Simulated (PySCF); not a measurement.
# (H2In-mu-PH2)3: geometry, NMR shifts and electronic excitations

Aim: predict the NMR shifts and electronic excitations of (H2In-mu-PH2)3.

Programs: PySCF 2.14.0, with density-fitted response routines of our own. Each step states its level of theory. These are calculated values for one molecule in the gas phase, unless marked as measured. Atoms are numbered from 0 throughout.

**1. The molecule as given**

18 atoms, charge 0, multiplicity 1; geometry from: GFN2-xTB. The atoms were then displaced at random by about 0.03 Å, so the start is not that level's minimum.

Bonds of the start (Å): In0–H1 1.67, In0–H2 1.76, In0–P3 2.65, In0–P11 2.70, P3–In4 2.56, P3–H12 1.25, P3–H13 1.46, In4–H5 1.70, In4–H6 1.73, In4–P7 2.59, P7–In8 2.66, P7–H14 1.38, P7–H15 1.40, In8–H9 1.71, In8–H10 1.69, In8–P11 2.67, P11–H16 1.42, P11–H17 1.39.

**2. Geometry optimisation at PBE0-D3(BJ)/def2-SVP**

Job settings and geometry (Å):

```
{"job": {"xc": "PBE0", "basis": "def2-SVP", "d3": "d3bj", "grid": 1, "maxiter": 40, "shake": 0.03, "kind": "geom"}, "charge": 0, "multiplicity": 1}
In    -0.325990    -1.174360    -2.664390
H     -0.940350    -2.728960    -2.763860
H     -0.135050    -0.144550    -4.078430
P      1.722410    -1.080520    -0.993610
In     2.607960     0.017800     1.141470
H      3.129720    -1.216920     2.183640
H      3.600270     1.386240     0.790210
P      0.286900     0.768450     2.023140
In    -2.230380     1.354360     1.388410
H     -3.242080     0.342960     2.318750
H     -2.486830     3.008970     1.171930
P     -1.848940     0.393520    -1.075090
H      2.585060    -1.734810    -1.621600
H      1.131640    -2.215490    -0.285910
H      0.400250     1.199790     3.330580
H     -0.095620    -0.484820     2.502790
H     -2.999240     0.760010    -1.825090
H     -1.216050     1.565280    -1.465230
```

Run with:

```console
$ OMP_NUM_THREADS=1 python probes_run.py task.json out
```

The driver reads the jobs from task.json and runs them one after another.

**Question.** This job is followed by: GIAO PBE0/pcSseg-1 In:def2-TZVP NMR shielding, non-relativistic, gas phase; TDDFT CAM-B3LYP/def2-SVPD, vertical, gas phase, core orbitals frozen in the response; GIAO B3LYP/pcSseg-1 In:def2-TZVP NMR shielding, non-relativistic, gas phase. Predict these results of the whole session: rotational constants (main isotopes); ¹H shifts against TMS (PBE0/def2-TZVP+pcSseg-1, means over atoms taken as alike); ³¹P shifts against H3PO4 (PBE0/def2-TZVP+pcSseg-1, means over atoms taken as alike); surface potential, 1st and 99th percentile; lowest singlet (CAM-B3LYP/def2-SVPD); brightest single state of those computed; lowest triplet; range of the shift of P3.

As calculated:

```
                                                                           quantity                        value
                                               rotational constants (main isotopes)         0.32, 0.30, 0.17 GHz
   ¹H shifts against TMS (PBE0/def2-TZVP+pcSseg-1, means over atoms taken as alike)               5.09, 2.29 ppm
³¹P shifts against H3PO4 (PBE0/def2-TZVP+pcSseg-1, means over atoms taken as alike)                   -262.1 ppm
                                              surface potential, 1st and 99th percentile           -0.40 V and 1.24 V
                                               lowest singlet (CAM-B3LYP/def2-SVPD)  5.59 eV (222 nm), f = 0.001
                                           brightest single state of those computed  state 6, 6.16 eV, f = 0.355
                                                                     lowest triplet                      5.27 eV
                                                           range of the shift of P3         -262.1 to -247.3 ppm
```

The start was shaken at random, so part of the energy gained undoes that. Over 20 steps the energy fell by 1.072 eV; of the close pairs, P3–H12 changed most, 1.252 to 1.420 Å. At PBE0/def2-TZVP+pcSseg-1: Shielding is most anisotropic at P3, P7, P11 (span 139 ppm, paramagnetic term -397 ppm). At PBE0/def2-TZVP+pcSseg-1, counted by nearest atom on the grid, the HOMO lies on P11 23 %; H2, H10 about 10 % each, the LUMO on In0, In8 about 10 % each; In4 8 %. The lowest singlet, at 5.59 eV, is HOMO→LUMO 0.63, HOMO−1→LUMO+1 0.21 and is weak; of the 10 states computed, the strongest absorption comes from states 8 to 9 together at 6.38 eV. The lowest triplet lies 0.31 eV below the lowest singlet (triplets in Tamm-Dancoff, singlets in full TDDFT). Spin-orbit coupling, left out, mixes singlets and triplets in elements this heavy. Across the 2 runs the shift of P3 (with its like atoms) moves most, between -262.1 (PBE0/def2-TZVP+pcSseg-1) and -247.3 ppm (B3LYP/def2-TZVP+pcSseg-1). Spin-orbit coupling is left out, which matters for shieldings and couplings at and beside the heavy atoms.
